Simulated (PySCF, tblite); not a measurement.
# C₃H₈GeO₂S: geometry, infrared bands and NMR shifts

Wanted: the infrared bands and NMR shifts of C₃H₈GeO₂S (`CO[C](=O)[GeH2][S]C`), by calculation.

The runs use tblite 0.8.0 and PySCF 2.14.0, with density-fitted response routines of our own; the level of theory stands in each step. All values are computed, except where a source is named. Atoms are numbered from 0 throughout.

### Step 1. The molecule as given

15 atoms, charge 0, multiplicity 1; geometry from: force field or distance geometry start.

Bonds of the start (Å): C0–O1 1.44, O1–C2 1.37, C2–O3 1.26, C2–Ge4 1.93, Ge4–S5 2.23, S5–C6 1.82, C0–H7 1.10, C0–H8 1.13, C0–H9 1.10, Ge4–H10 1.55, Ge4–H11 1.53, C6–H12 1.12, C6–H13 1.11, C6–H14 1.13.

### Step 2. Optimising the geometry with GFN2-xTB

The job: settings as JSON, then the geometry in Å.

```
{"job": {"kind": "relax", "xc": "GFN2-xTB", "basis": "xTB"}, "charge": 0, "multiplicity": 1}
C      3.241800     0.146300    -0.343100
O      2.094000    -0.601300     0.087800
C      0.849700    -0.038600     0.184500
O      0.697700     1.166000    -0.142100
Ge    -0.610600    -1.148500     0.792800
S     -2.409200     0.060100     1.302300
C     -3.236600     0.747400    -0.163500
H      3.650600    -0.239000    -1.285800
H      4.027600    -0.033100     0.445200
H      3.033400     1.229000    -0.379500
H     -0.105200    -1.784600     2.117200
H     -0.885200    -2.195100    -0.295500
H     -4.116400     0.104000    -0.424000
H     -2.557700     0.841700    -1.040500
H     -3.678200     1.753600     0.099500
```

On the command line:

```sh
> OMP_NUM_THREADS=1 python probes_run.py task.json out
```

One launch serves the whole session: the jobs run in the order shown.

Log:

```text
step      E/eV     max force
  0    -647.60759    4.873
  1    -647.79725    4.550
  2    -647.92094    0.885
  3    -647.94163    0.534
  4    -647.97998    0.470
  5    -647.99859    0.563
  6    -648.02823    0.411
  7    -648.04056    0.234
  8    -648.05036    0.229
  9    -648.05703    0.210
 10    -648.06317    0.191
 11    -648.06755    0.151
 12    -648.07090    0.143
 13    -648.07467    0.158
 14    -648.08065    0.249
 15    -648.08924    0.316
 16    -648.09899    0.333
 17    -648.10720    0.285
 18    -648.11291    0.198
 19    -648.11648    0.153
 20    -648.11957    0.171
 21    -648.12283    0.217
 22    -648.12614    0.202
 23    -648.12925    0.131
 24    -648.13167    0.118
 25    -648.13367    0.128
 26    -648.13538    0.146
 27    -648.13681    0.124
 28    -648.13792    0.080
 29    -648.13865    0.062
 30    -648.13918    0.058
 31    -648.13974    0.062
 32    -648.14038    0.068
 33    -648.14105    0.069
 34    -648.14176    0.078
 35    -648.14267    0.089
 36    -648.14396    0.125
 37    -648.14568    0.141
 38    -648.14756    0.111
 39    -648.14929    0.093
 40    -648.15083    0.101
 41    -648.15234    0.148
 42    -648.15413    0.158
 43    -648.15642    0.124
 44    -648.15897    0.166
 45    -648.16091    0.308
 46    -648.16456    0.167
 47    -648.16883    0.206
 48    -648.17314    0.239
 49    -648.17626    0.148
 50    -648.17918    0.220
 51    -648.18161    0.125
 52    -648.18340    0.163
 53    -648.18503    0.130
 54    -648.18724    0.103
 55    -648.18911    0.131
 56    -648.19141    0.117
 57    -648.19333    0.109
 58    -648.19354    0.311
 59    -648.19561    0.112
 60    -648.19651    0.080
 61    -648.19857    0.122
 62    -648.20007    0.149
 63    -648.20133    0.096
 64    -648.20251    0.075
 65    -648.20383    0.157
 66    -648.20564    0.103
 67    -648.20819    0.249
 68    -648.21040    0.109
 69    -648.21232    0.078
 70    -648.21276    0.057
 71    -648.21336    0.077
 72    -648.21398    0.078
 73    -648.21458    0.056
 74    -648.21499    0.045
 75    -648.21538    0.055
 76    -648.21596    0.070
 77    -648.21677    0.085
 78    -648.21761    0.074
 79    -648.21823    0.061
 80    -648.21862    0.049
 81    -648.21895    0.047
 82    -648.21929    0.045
 83    -648.21958    0.034
 84    -648.21974    0.025
 85    -648.21983    0.025
 86    -648.21992    0.027
 87    -648.22003    0.032
 88    -648.22017    0.034
 89    -648.22037    0.037
 90    -648.22063    0.046
 91    -648.22102    0.051
 92    -648.22165    0.093
 93    -648.22246    0.077
 94    -648.22318    0.078
 95    -648.22375    0.061
 96    -648.22404    0.043
 97    -648.22428    0.060
 98    -648.22451    0.085
 99    -648.22467    0.064
100    -648.22484    0.060
101    -648.22501    0.028
102    -648.22520    0.037
103    -648.22556    0.059
104    -648.22622    0.077
105    -648.22722    0.086
106    -648.22806    0.072
107    -648.22817    0.202
108    -648.22853    0.049
109    -648.22872    0.035
110    -648.22885    0.035
111    -648.22916    0.081
112    -648.22950    0.114
113    -648.22997    0.092
114    -648.23042    0.068
115    -648.23096    0.056
116    -648.23140    0.056
117    -648.23172    0.104
118    -648.23202    0.045
119    -648.23228    0.029
120    -648.23266    0.050
121    -648.23277    0.024
122    -648.23287    0.018
123    -648.23289    0.012
124    -648.23291    0.012
125    -648.23293    0.015
126    -648.23295    0.014
127    -648.23296    0.011
128    -648.23298    0.017
129    -648.23299    0.023
130    -648.23300    0.033
131    -648.23302    0.036
132    -648.23305    0.041
133    -648.23311    0.037
134    -648.23319    0.026
135    -648.23330    0.031
136    -648.23342    0.045
137    -648.23353    0.035
138    -648.23360    0.028
139    -648.23366    0.014
140    -648.23370    0.008
```

It took 1.5 s on 1 thread of Arm Neoverse N1, shared host; peak memory 0.18 GiB.

Step by step: (not every step is listed)

| step | energy from step 0 (eV) | largest force (eV/Å) |
| --- | --- | --- |
| 0 | 0.0000 | 4.8726 |
| 1 | -0.1897 | 4.5495 |
| 2 | -0.3134 | 0.8854 |
| 3 | -0.3340 | 0.5338 |
| 4 | -0.3724 | 0.4699 |
| 5 | -0.3910 | 0.5633 |
| 6 | -0.4206 | 0.4107 |
| 7 | -0.4330 | 0.2343 |
| 8 | -0.4428 | 0.2289 |
| 20 | -0.5120 | 0.1712 |
| 32 | -0.5328 | 0.0683 |
| 44 | -0.5514 | 0.1665 |
| 56 | -0.5838 | 0.1168 |
| 68 | -0.6028 | 0.1091 |
| 80 | -0.6110 | 0.0493 |
| 92 | -0.6141 | 0.0926 |
| 104 | -0.6186 | 0.0767 |
| 116 | -0.6238 | 0.0557 |
| 128 | -0.6254 | 0.0169 |
| 135 | -0.6257 | 0.0309 |
| 136 | -0.6258 | 0.0453 |
| 137 | -0.6259 | 0.0354 |
| 138 | -0.6260 | 0.0283 |
| 139 | -0.6261 | 0.0140 |
| 140 | -0.6261 | 0.0078 |

Distances of close pairs at the start and the end, largest changes first:

| bond | before (Å) | after (Å) | change (Å) |
| --- | --- | --- | --- |
| C2–Ge4 | 1.932 | 2.001 | +0.069 |
| C2–O3 | 1.257 | 1.201 | -0.057 |
| Ge4–H10 | 1.554 | 1.504 | -0.050 |
| C6–H14 | 1.130 | 1.084 | -0.045 |
| O1–C2 | 1.369 | 1.324 | -0.045 |
| C0–H8 | 1.127 | 1.087 | -0.041 |
| C6–H12 | 1.121 | 1.086 | -0.034 |
| C6–H13 | 1.113 | 1.086 | -0.027 |

The end geometry stands in the next job.

### Step 3. Vibrational analysis with GFN2-xTB

The job: settings as JSON, then the geometry in Å.

```
{"job": {"kind": "ir", "xc": "GFN2-xTB", "basis": "xTB"}, "charge": 0, "multiplicity": 1}
C      2.911357     0.421108    -0.089975
O      1.789370    -0.288433     0.435565
C      0.704177    -0.364888    -0.319237
O      0.583307     0.107627    -1.416469
Ge    -0.702293    -1.333387     0.724284
S     -2.119301     0.147752     1.550760
C     -2.708263     0.866681    -0.026218
H      3.112549     0.094442    -1.111624
H      3.751347     0.194579     0.561062
H      2.707025     1.493259    -0.090268
H     -0.087209    -2.081867     1.874976
H     -1.452256    -2.290218    -0.183225
H     -3.298522     0.130557    -0.564254
H     -1.867087     1.195439    -0.630052
H     -3.328616     1.715339     0.240142
```

Log:

```text
mode    cm-1     km/mol
  1      27.5      2.89
  2      39.3      0.14
  3      51.9      1.89
  4      70.0      6.66
  5     111.1      0.33
  6     149.9      1.31
  7     160.4      2.59
  8     194.2      8.22
  9     284.2     25.29
 10     316.6     11.78
 11     384.6     30.93
 12     421.1     48.14
 13     535.7     57.35
 14     598.0     52.37
 15     646.2    285.06
 16     706.9      2.14
 17     760.5    156.86
 18     778.0     68.64
 19     945.9      0.17
 20     956.5      1.84
 21     965.7     13.38
 22    1108.0    128.59
 23    1116.6     46.38
 24    1159.1     68.50
 25    1322.4      0.20
 26    1378.9      7.50
 27    1440.3     12.05
 28    1443.4      4.98
 29    1453.0      7.88
 30    1455.9      4.76
 31    1750.4    319.44
 32    1858.3    297.29
 33    1983.8    429.55
 34    2986.7     11.13
 35    2994.8     10.35
 36    3020.4      2.09
 37    3026.8      4.95
 38    3048.3      5.46
 39    3062.8      2.33
```

It took 0.84 s on 1 thread of Arm Neoverse N1, shared host; peak memory 0.18 GiB.

Which atoms move in the most intense modes:

| cm⁻¹ | km/mol | atoms |
| --- | --- | --- |
| 646 | 285.1 | H11 67 %, C2 18 % |
| 760 | 156.9 | H10 29 %, H11 27 %, C2 15 %, O1 11 % |
| 778 | 68.6 | H10 22 %, H11 21 %, O1 18 %, O3 15 % |
| 1108 | 128.6 | C2 23 %, O1 23 %, H7 20 %, C0 15 % |
| 1159 | 68.5 | O1 33 %, H8 19 %, H7 16 %, C2 12 % |
| 1750 | 319.4 | C2 59 %, O3 37 % |
| 1858 | 297.3 | H11 84 %, H10 12 % |
| 1984 | 429.6 | H10 86 %, H11 12 % |

### Step 4. NMR shieldings: PBE0/pcSseg-1

The job, as its differences from that of step 3:

```diff
@@ -1,2 +1,2 @@
-{"job": {"kind": "ir", "xc": "GFN2-xTB", "basis": "xTB"}, "charge": 0, "multiplicity": 1}
+{"job": {"kind": "nmr", "xc": "PBE0", "basis": "pcSseg-1"}, "charge": 0, "multiplicity": 1}
 C      2.911357     0.421108    -0.089975
```

With the program's defaults for keys left out, this is: GIAO PBE0/pcSseg-1 NMR shielding, non-relativistic, gas phase.

Log:

```text
coarse grid: 59408 points
cycle   1  E = -2743.6456343999  dE =  1.953e-01  |g| = 1.201e+00  |ddm| = 3.568e+00
cycle   2  E = -2743.2193313781  dE =  4.263e-01  |g| = 1.896e+00  |ddm| = 1.782e+00
cycle   3  E = -2743.7919246890  dE = -5.726e-01  |g| = 4.335e-01  |ddm| = 1.383e+00
cycle   4  E = -2743.8231134930  dE = -3.119e-02  |g| = 1.350e-01  |ddm| = 3.072e-01
cycle   5  E = -2743.8258715667  dE = -2.758e-03  |g| = 3.910e-02  |ddm| = 9.161e-02
cycle   6  E = -2743.8261152546  dE = -2.437e-04  |g| = 8.944e-03  |ddm| = 2.437e-02
cycle   7  E = -2743.8261267284  dE = -1.147e-05  |g| = 1.748e-03  |ddm| = 7.638e-03
cycle   8  E = -2743.8261274384  dE = -7.100e-07  |g| = 4.443e-04  |ddm| = 2.313e-03
final grid: 123800 points
cycle   9  E = -2743.8261309894  dE = -2.537e-09  |g| = 6.617e-04  |ddm| = 1.878e-03
cycle  10  E = -2743.8261307873  dE =  2.021e-07  |g| = 1.230e-03  |ddm| = 1.588e-03
cycle  11  E = -2743.8261310887  dE = -3.014e-07  |g| = 1.740e-04  |ddm| = 8.917e-04
cycle  12  E = -2743.8261310957  dE = -7.017e-09  |g| = 2.871e-05  |ddm| = 1.714e-04
cycle  13  E = -2743.8261310958  dE = -1.046e-10  |g| = 3.669e-06  |ddm| = 1.702e-05
converged SCF energy = -2743.8261310958

GIAO shielding tensors (ppm)
atom      isotropic    diamagn.    paramagn.     s11        s22        s33       span
  0 C      134.427     243.874    -109.448    101.409    122.124    179.747     78.338
  1 O      118.132     401.881    -283.749    -70.220    210.164    214.452    284.672
  2 C        3.459     257.245    -253.786    -89.536     32.870     67.043    156.579
  3 O     -152.342     404.569    -556.911   -493.824   -229.659    266.457    760.281
  4 Ge    1456.003    2755.169   -1299.167   1401.168   1446.441   1520.398    119.231
  5 S      700.082    1057.369    -357.286    606.094    642.642    851.511    245.416
  6 C      171.909     250.852     -78.944    160.930    164.461    190.334     29.404
  7 H       27.360      28.251      -0.891     23.526     25.492     33.061      9.535
  8 H       28.020      27.597       0.423     24.136     26.403     33.522      9.387
  9 H       28.014      29.300      -1.286     23.626     26.274     34.141     10.516
 10 H       26.834      28.723      -1.889     20.103     21.961     38.438     18.336
 11 H       26.804      28.747      -1.943     20.471     21.967     37.974     17.503
 12 H       29.534      29.610      -0.076     24.100     26.976     37.526     13.425
 13 H       29.255      32.235      -2.980     22.204     29.306     36.256     14.052
 14 H       29.695      28.683       1.012     23.827     26.522     38.736     14.909
```

Run time: 52 s. Hardware: 1 thread of Arm Neoverse N1, shared host; peak memory 0.9 GiB.

Shifts follow as δ = σ(reference) − σ, with reference shieldings (ppm) from runs at the same level and on the same kind of geometry: ¹H TMS 31.72, ¹³C TMS 186.9, ¹⁷O H2O 336.1, ³³S CS2 504, ⁷³Ge GeMe4 1331. The references are single molecules in the gas phase, so shifts against H2O, NH3, PH3, H3PO4 or CFCl3 are not on the usual liquid scales and can be off by tens of ppm. Atoms listed in one row are averaged.

| atoms | environment | σ (ppm) | δ (ppm) |
| --- | --- | --- | --- |
| C2 | carbonyl carbon | 3.5 | 183.5 |
| C0 | methyl carbon bonded to O | 134.4 | 52.5 |
| C6 | methyl carbon bonded to S | 171.9 | 15.0 |
| H10, H11 | hydrogen on a germanium bonded to C, S | 26.82 | 4.90 |
| H7, H8, H9 | hydrogen on a methyl carbon bonded to O | 27.80 | 3.92 |
| H12, H13, H14 | hydrogen on a methyl carbon bonded to S | 29.49 | 2.22 |
| O3 | ester carbonyl oxygen | -152.3 | 488.4 |
| O1 | ester alkoxy oxygen | 118.1 | 217.9 |
| Ge4 | germanium bonded to C, S, 2 H | 1456 | -125 |
| S5 | sulfur bonded to C, Ge | 700 | -196 |

Charges from the same density, by scheme (e):

| atoms | Mulliken | IAO | Hirshfeld | ESP fit |
| --- | --- | --- | --- | --- |
| C0 | -0.05 | -0.22 | -0.03 | -0.22 |
| O1 | -0.45 | -0.32 | -0.10 | -0.33 |
| C2 | 0.21 | 0.30 | 0.12 | 0.67 |
| O3 | -0.40 | -0.45 | -0.25 | -0.51 |
| Ge4 | 0.41 | 0.53 | 0.30 | 0.03 |
| S5 | -0.23 | -0.15 | -0.10 | -0.19 |
| C6 | -0.39 | -0.50 | -0.12 | -0.43 |

Mayer bond orders: C0–O1 0.85, O1–C2 1.08, C2–O3 1.87, C2–Ge4 0.72, Ge4–S5 1.05, S5–C6 0.97.

### Step 5. Outcome

```
                                                              quantity                  value
                             strongest single infrared mode (GFN2-xTB)  1984 cm⁻¹, 430 km/mol
                                          zero-point energy (GFN2-xTB)          63.9 kcal/mol
                                ¹³C shifts against TMS (PBE0/pcSseg-1)  183.5, 52.5, 15.0 ppm
¹H shifts against TMS (PBE0/pcSseg-1, means over atoms taken as alike)   4.90, 3.92, 2.22 ppm
                                ¹⁷O shifts against H2O (PBE0/pcSseg-1)       488.4, 217.9 ppm
                             ⁷³Ge shifts against GeMe4 (PBE0/pcSseg-1)               -125 ppm
                                ³³S shifts against CS2 (PBE0/pcSseg-1)               -196 ppm
```

**Reading.** Over 140 steps the energy fell by 0.626 eV; of the close pairs, C2–Ge4 changed most, 1.932 to 2.001 Å. No mode is imaginary among the 39: a minimum at this level. The strongest single mode, at 1984 cm⁻¹, moves mainly H10. GFN2-xTB is a fitted tight-binding method: band positions and strengths are rough. Its intensities can rank the bands wrongly. At PBE0/pcSseg-1: The widest tensor belongs to O3: span 760 ppm, with a paramagnetic part of -557 ppm. Spin-orbit coupling is left out, which matters for shieldings and couplings at and beside the heavy atoms.
